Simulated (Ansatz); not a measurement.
# C₂H₁₀OSi₂: a ladder of functionals and wavefunction methods

One table from this session's results is given with a row withheld; the runs are named, their logs left out.

Program: Ansatz 0.2.0, Gaussian basis. Level of theory: functionals in def2-TZVPP, the program's frozen cores in correlated methods. These are calculated values, not measurements.

Plan: PBE-D4, r2SCAN-D4, PBE0-D4, B3LYP-D4, ωB97X-V, ωB97M-V, B2PLYP; CCSD(T)/def2-TZVPP; MP2/def2-QZVPP; extrapolation to the limit.

## The relaxed structure

All runs share one geometry, relaxed beforehand with PBE0-D4 in a triple-zeta def2 set.

15 atoms, charge 0, spin multiplicity 1.

Atoms are counted from 1 here; the program's logs count them from 0.

Bond lengths: C1–C2 1.526 Å, C1–H6 1.093 Å, C1–H7 1.093 Å, C1–H8 1.093 Å, C2–Si3 1.866 Å, C2–H9 1.096 Å, C2–H10 1.097 Å, Si3–O4 1.641 Å, Si3–H11 1.487 Å, Si3–H12 1.490 Å, O4–Si5 1.631 Å, Si5–H13 1.483 Å, Si5–H14 1.488 Å, Si5–H15 1.487 Å. Angles: C2–C1–H6 111.6°, C2–C1–H7 111.4°, C2–C1–H8 111.4°, H6–C1–H7 107.5°, H6–C1–H8 107.4°, H7–C1–H8 107.3°, C1–C2–Si3 113.9°, C1–C2–H9 110.5°, C1–C2–H10 110.6°, Si3–C2–H9 108.4°, Si3–C2–H10 107.3°, H9–C2–H10 105.7°, C2–Si3–O4 110.9°, C2–Si3–H11 110.4°, C2–Si3–H12 110.1°, O4–Si3–H11 106.9°, O4–Si3–H12 109.2°, H11–Si3–H12 109.2° and more.

The first run:

The input, in.yaml:

```yaml
crystal:
  periodic: [false, false, false]
  atoms:
    - {symbol: C, position_ang: [-1.667065, -0.936358, -0.642291]}
    - {symbol: C, position_ang: [-0.219353, -1.396730, -0.494126]}
    - {symbol: Si, position_ang: [0.648796, -0.695360, 1.000967]}
    - {symbol: O, position_ang: [0.638468, 0.945347, 0.969413]}
    - {symbol: Si, position_ang: [1.038921, 2.283821, 0.128359]}
    - {symbol: H, position_ang: [-2.143043, -1.379917, -1.520222]}
    - {symbol: H, position_ang: [-2.264318, -1.212665, 0.230621]}
    - {symbol: H, position_ang: [-1.730774, 0.149239, -0.748697]}
    - {symbol: H, position_ang: [0.360768, -1.134604, -1.386675]}
    - {symbol: H, position_ang: [-0.168107, -2.489794, -0.417114]}
    - {symbol: H, position_ang: [-0.049057, -1.107184, 2.247454]}
    - {symbol: H, position_ang: [2.058244, -1.175353, 1.047301]}
    - {symbol: H, position_ang: [0.584613, 3.472478, 0.889951]}
    - {symbol: H, position_ang: [0.378908, 2.272583, -1.205489]}
    - {symbol: H, position_ang: [2.510998, 2.353696, -0.069953]}
basis:
  gaussian: {orbitals: def2-TZVPP}
hamiltonian: {xc: pbe, dispersion: d4}
output: {forces: true, orbitals: {seedname: orbitals}}
```

Command:

```bash
ansatz run in.yaml --threads 2 --pin off --events-out ev --progress --plain --max-ram 22528MiB --backend cuda --devices 0, --max-vram 18GiB
```

Steps of the session up to this table: PBE-D4 (GGA); r2SCAN-D4 (meta-GGA); PBE0-D4 (hybrid); B3LYP-D4 (hybrid); ωB97X-V (range-separated); ωB97M-V (range-separated); B2PLYP (double hybrid); CCSD(T) in def2-TZVPP; MP2 in def2-QZVPP.

One table of the session follows, with a row left open; its other results are not shown here.

```
            method  atomisation energy (kJ/mol)
            PBE-D4                            ?
         r2SCAN-D4                       5414.6
           PBE0-D4                       5377.2
          B3LYP-D4                       5415.4
           ωB97X-V                       5439.5
           ωB97M-V                       5428.6
            B2PLYP                       5358.6
     HF/def2-TZVPP                       4136.9
    MP2/def2-TZVPP                       5330.1
   CCSD/def2-TZVPP                       5249.1
CCSD(T)/def2-TZVPP                       5300.8
           MP2/CBS                       5459.0
       CCSD(T)/CBS                       5429.7
```

**Question.** Estimate the row for PBE-D4.

**Answer.** atomisation energy (kJ/mol): 5413.4. In the column «atomisation energy (kJ/mol)» it lies between PBE0-D4 (5377.2) and r2SCAN-D4 (5414.6).
